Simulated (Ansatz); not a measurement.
# [GeH3]− (SMILES [GeH3-]): levels of theory compared

Aim: a comparison of 6 runs (BHLYP/STO-3G, PBE0/STO-3G, wB97X/STO-3G, CCSDT(Q)/STO-3G, CCSDT/STO-3G, UCCSD(T)/STO-3G) of [GeH3]−. 

Program for the calculation: Ansatz 0.2.0.

3 further runs of the same task are left out: 2 that didn't finish, 1 set aside as unsound or not needed.

### 1 The molecule

[GeH3]− has 4 atoms, charge -1, and is taken as a singlet. SMILES: `[GeH3-]`. The H4–Ge1 distance was set to 2.636 Å, away from the relaxed value. At this shape a bond of the SMILES string is far longer than usual.

Bond lengths: Ge1–H2 1.750 Å, Ge1–H3 1.752 Å. Angles: H2–Ge1–H3 89.2°. A long bond or contact: Ge1–H4 2.636 Å.

### 2 The energy at BHLYP/STO-3G (run 1)

molecule.yaml

```yaml
crystal:
  periodic: [false, false, false]
  atoms:
    - {symbol: Ge, position_ang: [0.934904, -1.018029, -0.488393]}
    - {symbol: H, position_ang: [1.401024, -0.588779, 1.142917]}
    - {symbol: H, position_ang: [-0.474876, -1.833659, 0.155927]}
    - {symbol: H, position_ang: [-0.463100, 1.211260, -0.649430]}
basis:
  gaussian: {orbitals: STO-3G}
total_charge: -1
hamiltonian: {xc: {name: BHLYP}}
accuracy: high
```

Launch:

```bash
$ ansatz run molecule.yaml --threads 1 --pin off --max-ram 2610MiB --events-out events.jsonl --progress --plain --runs-dir runs
```

What it wrote:

```text
Warning: RAYON_NUM_THREADS=1 ignored (pool sized by the plan → 1); use --threads N
Functional definition: BHLYP
  name "BHLYP"
  parameter a = 0.5
  exchange = (1 - a)*b88_x + a*exact_x
  correlation = lyp_c
253 factors; integrals over basis functions are off by at most 1.2e-8 eV
mean field evaluation 1: about -55904.8998 eV, gradient 1.4e1 eV
mean field evaluation 2: about -55900.8454 eV, gradient 2.9e1 eV
mean field evaluation 4: about -55907.2899 eV, gradient 4.3e-1 eV
mean field evaluation 8: about -55907.2669 eV, gradient 8.5e-3 eV
mean field evaluation 16: about -55907.2669 eV, gradient 2.1e-6 eV
mean field -55907.26686724 eV, -2054.5541620644 hartree, gradient 8.1e-8 eV, S^2 0.000000; 0 other end points of the search recorded, 0 dependent functions left out
reference -55907.26688582 eV, -2054.5541627473 hartree; 18, 18 occupied and 3, 3 virtual orbitals, 253 factors
Total energy: -55907.26688582 eV, -2054.5541627473 hartree
```

Wall time 0.5 s (1 thread of Intel Xeon Platinum 8559C (Emerald Rapids), shared host).

### 3 A single-point energy at PBE0/STO-3G (run 2)

Changes to molecule.yaml since step 2:

```diff
@@ -8,5 +8,7 @@
 basis:
-  gaussian: {orbitals: STO-3G}
+  gaussian:
+    orbitals: STO-3G
 total_charge: -1
-hamiltonian: {xc: {name: BHLYP}}
+hamiltonian:
+  xc: {name: PBE0}
 accuracy: high
```

Launch:

```bash
$ ansatz run molecule.yaml --threads 1 --pin off --max-ram 2610MiB --events-out events.jsonl --progress --plain --runs-dir runs
```

What it wrote:

```text
Warning: RAYON_NUM_THREADS=1 ignored (pool sized by the plan → 1); use --threads N
Functional definition: PBE0
  name "PBE0"
  parameter a = 0.25
  parameter kappa = 0.804
  parameter beta = 0.06672455060314922
  exchange = (1 - a)*pbe_x(kappa = kappa, mu = beta*pi^2/3) + a*exact_x
  correlation = pbe_c(beta = beta)
253 factors; integrals over basis functions are off by at most 1.2e-8 eV
mean field evaluation 1: about -55841.1360 eV, gradient 8.1e1 eV
mean field evaluation 2: about -55865.6573 eV, gradient 5.6e1 eV
mean field evaluation 4: about -55897.9008 eV, gradient 1.8e1 eV
mean field evaluation 8: about -55899.9002 eV, gradient 4.5e-1 eV
mean field evaluation 16: about -55899.8633 eV, gradient 3.2e-4 eV
mean field -55899.86332093 eV, -2054.2820867560 hartree, gradient 2.6e-8 eV, S^2 0.000000; 0 other end points of the search recorded, 0 dependent functions left out
reference -55899.86332228 eV, -2054.2820868057 hartree; 18, 18 occupied and 3, 3 virtual orbitals, 253 factors
Total energy: -55899.86332228 eV, -2054.2820868057 hartree
```

It took 0.54 s on 1 thread of Intel Xeon Platinum 8559C (Emerald Rapids), shared host.

### 4 A single-point energy at wB97X/STO-3G (run 3)

job.yaml

```yaml
crystal:
  periodic: [false, false, false]
  atoms:
    - {symbol: Ge, position_ang: [0.934904, -1.018029, -0.488393]}
    - {symbol: H, position_ang: [1.401024, -0.588779, 1.142917]}
    - {symbol: H, position_ang: [-0.474876, -1.833659, 0.155927]}
    - {symbol: H, position_ang: [-0.463100, 1.211260, -0.649430]}
basis:
  gaussian:
    orbitals: STO-3G
accuracy: high
total_charge: -1
hamiltonian:
  xc: {name: wB97X}
```

Launch:

```bash
$ ansatz run job.yaml --threads 1 --pin off --max-ram 2610MiB --events-out events.jsonl --progress --plain --runs-dir runs
```

What it wrote, cut to the lines that bear on the results:

```text
Warning: RAYON_NUM_THREADS=1 ignored (pool sized by the plan → 1); use --threads N
Functional definition: wB97X
  name "wB97X"
[...]
      + exact_x_lr(omega)
[...]
      + integral(e_c_pw_opposite_spin*poly(b97_u_opposite, 1, cos1, cos2, cos3, cos4))
253 factors; integrals over basis functions are off by at most 1.2e-8 eV
97 factors; integrals over basis functions are off by at most 4.9e-10 eV
[...]
mean field -55906.85096799 eV, -2054.5388780491 hartree, gradient 2.0e-8 eV, S^2 0.000000; 0 other end points of the search recorded, 0 dependent functions left out
reference -55906.85096629 eV, -2054.5388779866 hartree; 18, 18 occupied and 3, 3 virtual orbitals, 253 factors
Total energy: -55906.85096629 eV, -2054.5388779866 hartree
```

It took 2.6 s on 1 thread of Intel Xeon Platinum 8559C (Emerald Rapids), shared host; peak memory 0.22 GiB.

Runs 4 to 5 aren't shown in full; the table further down has their settings and results.

### 5 A single-point energy at UCCSD(T)/STO-3G (run 6)

Changes to molecule.yaml since step 3:

```diff
@@ -11,4 +11,9 @@
 total_charge: -1
-hamiltonian:
-  xc: {name: PBE0}
+magnetization:
+  spin_polarized: true
+correlation:
+  method: ccsd_t
+  frozen_orbitals: {Ge: 9, H: 0}
 accuracy: high
+scf:
+  omitted_lower_state_checks: [cluster_reference, increment]
```

Launch:

```bash
$ ansatz run molecule.yaml --threads 1 --pin off --max-ram 2610MiB --events-out events.jsonl --progress --plain --runs-dir runs
```

What it wrote:

```text
Warning: RAYON_NUM_THREADS=1 ignored (pool sized by the plan → 1); use --threads N
[... 13 lines left out ...]
9 core orbitals not correlated: weight in the atoms' cores, before any rotation towards them, 1.000 or more for the frozen orbitals, at most 0.000 for the correlated occupied ones
[... 38 lines left out ...]
Total energy: -55870.32230220 eV, -2053.1964743414 hartree
Checks for a lower state left out: cluster_reference, increment
```

Wall time 0.28 s (1 thread of Intel Xeon Platinum 8559C (Emerald Rapids), shared host).

### 6 Overview of the runs

```
run            level  frozen core orbitals   energy (Eh)  wall time
  1     BHLYP/STO-3G                     –  -2054.554163      0.5 s
  2      PBE0/STO-3G                     –  -2054.282087     0.54 s
  3     wB97X/STO-3G                     –  -2054.538878      2.6 s
  4  CCSDT(Q)/STO-3G                     9  -2053.196998     0.24 s
  5     CCSDT/STO-3G                     9  -2053.197308      0.2 s
  6  UCCSD(T)/STO-3G                     9  -2053.196474     0.28 s
```

### 7 Results

| quantity | value |
| --- | --- |
| run 6: total energy | -2053.19647 Eh |
| run 6: correlation energy (9 core orbitals frozen) | -73.4 mEh |
| run 6: (T) correction | -0.74 mEh |
| run 6: ⟨S²⟩ of the reference determinant | 0.718 |
| run 6: T1 diagnostic | 0.071 |

In words: Totals of different functionals can't be ranked against each other. In runs 4, 5 the log says that unrestricted orbitals would lower the reference, so the values rest on an unstable closed-shell determinant (other closed-shell runs at this shape may share the fault). In runs 1, 2, 3, 4, 5, 6 the basis is minimal, so the values are rough. Spin contamination of the reference: run 6 ⟨S²⟩ = 0.72. Where it is this large, the reference is a mixture of spin states, and values that rest on it are in doubt. All runs together took 4.3 s, the longest 2.6 s.
